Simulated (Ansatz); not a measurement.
# Zn: how the settings move a relaxation

How sensitive is a relaxation of Zn to its settings? A reference run comes first, then two runs with altered input.

This is Zn in the fcc structure; at room conditions it is hcp.

Method: reference: DFT, PBEsol, PAW with Ansatz's default frozen-core files, scalar-relativistic, in Ansatz 0.2.0.

## 1. The system as given

The structure is cubic, space group Fm-3m (No. 225). Conventional cell: a = 3.930 Å, b = 3.930 Å, c = 3.930 Å, α = 90.00°, β = 90.00°, γ = 90.00°. Around Zn (site symmetry m-3m) lie 12 Zn at 2.78 Å.

As a file:

```cif
data_structure
_symmetry_space_group_name_H-M 'Fm-3m'
_symmetry_Int_Tables_number 225
_cell_length_a 3.9296
_cell_length_b 3.9296
_cell_length_c 3.9296
_cell_angle_alpha 90.000
_cell_angle_beta 90.000
_cell_angle_gamma 90.000
_cell_volume 60.68
loop_
_atom_site_label
_atom_site_type_symbol
_atom_site_symmetry_multiplicity
_atom_site_Wyckoff_symbol
_atom_site_fract_x
_atom_site_fract_y
_atom_site_fract_z
_atom_site_occupancy
Zn1 Zn 4 a 0.00000 0.00000 0.00000 1
```

## 2. The reference run

File input.yaml:

```yaml
crystal:
  lattice:
    - [0.0, 1.964776, 1.964776]
    - [1.964776, 0.0, 1.964776]
    - [1.964776, 1.964776, 0.0]
  atoms:
    - { symbol: Zn, position: [0.0, 0.0, 0.0] }
kpoints:
  mp_grid: { grid: [14, 14, 14] }
scf:
  occupations: { method: fermi_dirac, width: 0.05 }
hamiltonian:
  xc: pbesol
  pseudopotentials: { kind: paw }
output:
  forces: true
  stress: true
  efg: { contact_densities: true }
relax:
  f_tol: 0.005
  max_steps: 80
  cell: {}
```

The run is started by

```console
$ ansatz run input.yaml --threads 1 --pin off --max-ram 2048MiB --backend cpu --events-out ev --progress --plain --runs-dir out
```

Excerpt of the output:

```text
[...]
Basis set: ecut = 420 eV, 307 PW (Γ), exchange–correlation on 40×40×40 points (8 copies of the dense FFT grid, shifted against one another)
[...]
k-points: 104 of 2744
[...]
SCF iter   1: F=—  HF=-3280.871047 eV  |F-HF|=—  |Δ(HF+E_count)|=         —  Δρ=3.51e-3  dr2=7.79e-4  ethr=1.77e-3  ⟨swp⟩=4.9  Hψ=6691  notcnv=0
preconditioner: auto → none  [insulator: Δε(μ)=0.316 eV  Ē_g=16.967 eV  σ=0.050 eV  W_gap=0.79  n_scr=0 (ndim 8)  ℏωp=33.0 eV  f_vac=0.000  D(μ)=0.12/eV (n_scr^D=0)  ε∞_Penn≈4.8]
SCF iter   2: F=—  HF=-3280.870626 eV  |F-HF|=—  |Δ(HF+E_count)|=   4.20e-4  Δρ=6.09e-4  dr2=4.53e-5  ethr=6.49e-6  ⟨swp⟩=2.0  Hψ=2829  notcnv=0  defer=1
[...]
relax step   1: F+E_penalty+E_count = -3280.87059689 eV  Δ(F+E_penalty+E_count) = +0.000e0 eV  max|allowed force component| = 0.000e0 eV/Å  Δτ_max = 0.0000 Å  P = -4.922 GPa  Ω = 15.169 Å³  (6 SCF iters, dr2 threshold 1.00e-7 eV, accepted)
[...]
Basis set: ecut = 420 eV, 283 PW (Γ), exchange–correlation on 40×40×40 points (8 copies of the dense FFT grid, shifted against one another)
[...]
relax step   2: F+E_penalty+E_count = -3280.88600236 eV  Δ(F+E_penalty+E_count) = -1.541e-2 eV  max|allowed force component| = 0.000e0 eV/Å  Δτ_max = 0.0000 Å  P = -1.335 GPa  Ω = 14.430 Å³  energy of the carried Pulay correction = +5.178e-4 eV  (5 SCF iters, 
[...]
relax step   3: F+E_penalty+E_count = -3280.88711999 eV  Δ(F+E_penalty+E_count) = -1.118e-3 eV  max|allowed force component| = 0.000e0 eV/Å  Δτ_max = 0.0000 Å  P = +0.201 GPa  Ω = 14.172 Å³  energy of the carried Pulay correction = +7.039e-4 eV  (4 SCF iters, 
[...]
relax step   4: F+E_penalty+E_count = -3280.88711624 eV  Δ(F+E_penalty+E_count) = +3.749e-6 eV  max|allowed force component| = 0.000e0 eV/Å  Δτ_max = 0.0000 Å  P = -0.005 GPa  Ω = 14.205 Å³  energy of the carried Pulay correction = +6.798e-4 eV  (4 SCF iters, 
[...]
SCF iter   5: F=—  HF=-3280.886562 eV  |F-HF|=—  |Δ(HF+E_count)|=  9.80e-10  Δρ=1.41e-7  dr2=2.39e-12  ethr=1.00e-12  ⟨swp⟩=4.6  Hψ=4951  notcnv=0
SCF iter   6: F=-3280.886562 eV  HF=-3280.886562 eV  |F-HF|=9.09e-13  |Δ(HF+E_count)|=  4.55e-12  Δρ=7.97e-9  dr2=4.04e-15  ethr=1.00e-12  ⟨swp⟩=4.9  Hψ=3808  notcnv=0
[...]
relax step   5: F+E_penalty+E_count = -3280.88656205 eV  Δ(F+E_penalty+E_count) = +5.542e-4 eV  max|allowed force component| = 0.000e0 eV/Å  Δτ_max = 0.0000 Å  P = -0.041 GPa  Ω = 14.205 Å³  stress off target by 4.07e-2 GPa  SCF on the basis re-selected at thi
[...]
SCF converged after 6 iterations
Free energy (F): -3280.886562 eV
[...]
E sigma→0 (E₀):  -3280.885833 eV
[...]
Fermi energy:    11.863090 eV
[...]
  P = ⅓ Tr σ = -0.0407 GPa (-0.407 kbar)
[...]
--- Relaxed structure (4 steps of the walk, 4 accepted, 1 SCFs on fresh bases) ---
[...]
```

Wall time 10 s (1 thread, shared host).

## 3. Changing settings: starting moments, dispersion d3bjatm, spin_polarized true

input.yaml, as its differences from that of step 2:

```diff
@@ -6,3 +6,3 @@
   atoms:
-    - { symbol: Zn, position: [0.0, 0.0, 0.0] }
+    - { symbol: Zn, position: [0.0, 0.0, 0.0], spin: 0.2 }
 kpoints:
@@ -14,2 +14,3 @@
   pseudopotentials: { kind: paw }
+  dispersion: d3bjatm
 output:
@@ -22 +23,3 @@
   cell: {}
+magnetization:
+  spin_polarized: true
```

The run is started by

```console
$ ansatz run input.yaml --threads 1 --pin off --max-ram 2048MiB --backend cpu --events-out ev --progress --plain --runs-dir out
```

The program printed, cut to the lines that bear on the results:

```text
[...]
Pseudopotentials: kind: paw
Pseudopotential: Zn, paw, valence charge 12, recommended cutoff 420 eV (normal)
Functional definition: PBEsol
[...]
Crystal: 1 atoms, lattice volume = 15.169 Å³
Basis set: ecut = 420 eV, 307 PW (Γ), exchange–correlation on 40×40×40 points (8 copies of the dense FFT grid, shifted against one another)
Bands: 11, of which v1, the nominal top of the filled ones, is band 6 counted from 1 (5 counted from 0)
Symmetry: 48 space group operations
Space group: Fm-3m (ITA 225), of the structure as read, at distance tolerance 2.5e-5 Å
Magnetic group: BNS 225.116 (UNI 1618), of the structure as read, at distance tolerance 2.5e-5 Å
k-points: 104 of 2744
[...]
Starting moments: Σ|m| = 0.2 μB on 1 of 1 site
[...]
SCF iter   1: F=—  HF=-3281.314583 eV  |F-HF|=—  |Δ(HF+E_count)|=         —  Δρ=4.90e-2 (↑4.90e-2 ↓1.31e-2)  dr2=4.03e-1  dr2_m=7.23e-2  M=0.007 μB ∫|m|=0.007 μB  β_m=0.30  ethr=3.10e-3  ⟨swp⟩=5.0  Hψ=13830  notcnv=0
[...]
spin-set hold released at iteration 6 (site moments contracting): the magnetisation degrees of freedom join the quasi-Newton model from the next iteration; the mixer history was flushed
[...]
WARN: the starting moments were not kept: the SCF closed with an absolute magnetisation of 1.4e-6 μB, where they sum to 0.2 μB in size (1 site). That is at most 0.1 of that sum. Measured as dr2_m measures the in/out step, that magnetisation stands 1.4e-12 eV from none, at or under the [...]
SCF converged after 6 iterations
Magnetization: -0.0000 μB (6.0000 up, 6.0000 down)
Absolute magnetization: 0.0000 μB (∫|ρ↑−ρ↓|, with the PAW one-centre terms)
Spin contamination: 0.0000 ħ² per cell (⟨S²⟩ above its minimum at these occupations)
Per-site moments (μB) at R_I (Å): [(-1.369385640615144e-9, 1.107319384915764)]
Free energy (F): -3281.234921 eV
[...]
E sigma→0 (E₀):  -3281.233958 eV
Entropy (-TS):   -0.001927 eV (-1.927 meV/atom)
Fermi energy:    12.485437 eV
[...]
--- Forces (eV/Å), atoms counted from 1 ---
  atom   1  Zn     0.00000000     0.00000000    -0.00000000
[...]
--- Stress (GPa, compression-positive) ---
       -0.049517       0.000000       0.000000
        0.000000      -0.049517       0.000000
        0.000000       0.000000      -0.049517
  P = ⅓ Tr σ = -0.0495 GPa (-0.495 kbar)
--- PAW observables at the nuclei: V_zz in 10²¹ V/m², potentials from the cell's mean, atoms counted from 1 ---
  atom   1  Zn V_zz =    +0.000000   η = 0.0000   by run symmetry: forbidden
            electrostatic potential = -3948.007022 V   contact ρ = 166282.856647 e/Å³   contact ρ_s (e/Å³): all electrons +0.000000, valence -0.000000
--- Relaxed structure (4 steps of the walk, 4 accepted, 1 SCFs on fresh bases) ---
  F+E_penalty+E_count = -3281.23492101 eV   max|allowed force component| = 0.000e0 eV/Å   (the final SCF, on the basis selected at the relaxed cell)
  cell:  # Å, volume = 13.6783 Å³
    - [-4.681373084295697e-34, 1.8981649600321298, 1.8981649600321298]
    - [1.8981649600321298, -3.3438378675148564e-34, 1.8981649600321298]
    - [1.8981649600321298, 1.8981649600321298, -7.643058049343386e-35]
  atoms:
    - { symbol: Zn, position: [0.0, 0.0, 0.0] }
```

Run time: 24 s. Hardware: 1 thread, shared host.

The energy moves by -348.4 meV/atom, nearly all of it the dispersion term itself (-354.0 meV/atom); that offset belongs to the model and is no gain or loss of stability; the final volume goes from 14.21 to 13.68 Å³.

## 4. Variant: chi_scale 0.1, ecutwfc 800 eV

input.yaml, as its differences from that of step 2:

```diff
@@ -11,2 +11,3 @@
   occupations: { method: fermi_dirac, width: 0.05 }
+  initial_density: { chi_scale: 0.1 }
 hamiltonian:
@@ -22 +23,3 @@
   cell: {}
+basis:
+  ecutwfc: "800 eV"
```

The run is started by

```console
$ ansatz run input.yaml --threads 1 --pin off --max-ram 2048MiB --backend cpu --events-out ev --progress --plain --runs-dir out
```

The program printed, cut to the lines that bear on the results:

```text
[...]
[... 3 set-up lines as earlier in the session ...]
[...]
Crystal: 1 atoms, lattice volume = 15.169 Å³
Basis set: ecut = 800 eV, 749 PW (Γ), exchange–correlation on 54×54×54 points (8 copies of the dense FFT grid, shifted against one another)
Bands: 10, of which v1, the nominal top of the filled ones, is band 6 counted from 1 (5 counted from 0)
[... 2 set-up lines as earlier in the session ...]
k-points: 104 of 2744
[...]
SCF iter   1: F=—  HF=-3281.001478 eV  |F-HF|=—  |Δ(HF+E_count)|=         —  Δρ=5.52e-2  dr2=4.01e-1  ethr=3.10e-3  ⟨swp⟩=5.0  Hψ=8024  notcnv=0
[...]
  atom   1  Zn    -0.00000000    -0.00000000    -0.00000000
[...]
--- Stress (GPa, compression-positive) ---
       -0.006183       0.000000       0.000000
       -0.000000      -0.006183      -0.000000
        0.000000      -0.000000      -0.006183
  P = ⅓ Tr σ = -0.0062 GPa (-0.062 kbar)
--- PAW observables at the nuclei: V_zz in 10²¹ V/m², potentials from the cell's mean, atoms counted from 1 ---
  atom   1  Zn V_zz =    -0.000000   η = 0.0000   by run symmetry: forbidden
            electrostatic potential = -3947.349460 V   contact ρ = 166282.641797 e/Å³
--- Relaxed structure (4 steps of the walk, 4 accepted, 1 SCFs on fresh bases) ---
  F+E_penalty+E_count = -3280.88841045 eV   max|allowed force component| = 0.000e0 eV/Å   (the final SCF, on the basis selected at the relaxed cell)
  cell:  # Å, volume = 14.2018 Å³
    - [1.592303760279872e-33, 1.9220768512989554, 1.9220768512989554]
    - [1.9220768512989554, 1.4903963196219602e-33, 1.9220768512989554]
    - [1.9220768512989554, 1.9220768512989554, 5.350140634540369e-34]
  atoms:
    - { symbol: Zn, position: [0.0, 0.0, 0.0] }
```

Run time: 21 s. Hardware: 1 thread, shared host.

Changing the start and cutoff moves the energy by -1.8 meV/atom. More plane waves (800 against 420 eV) lower the energy, so the reference carries about that much basis error. Cost: 27 SCF cycles against 25, 21 s against 10 s.

## 5. Comparison

| run | ending | energy change | pressure (GPa) | gap (eV) | force (eV/Å) | cycles | time |
| --- | --- | --- | --- | --- | --- | --- | --- |
| reference | converged | 0 | 0.0 | 0.00 | 0.00 | 25 | 10 s |
| 1: starting moments, dispersion d3bjatm, spin_polarized true | converged | -348.4 meV/atom (offset of the dispersion model) | 0.0 | 0.00 | 0.00 | 38 | 24 s |
| 2: chi_scale 0.1, ecutwfc 800 eV | converged | -1.8 meV/atom | 0.0 | 0.00 | 0.00 | 27 | 21 s |

**Reading.** «chi_scale 0.1, ecutwfc 800 eV» moves the energy by -1.8 meV/atom.
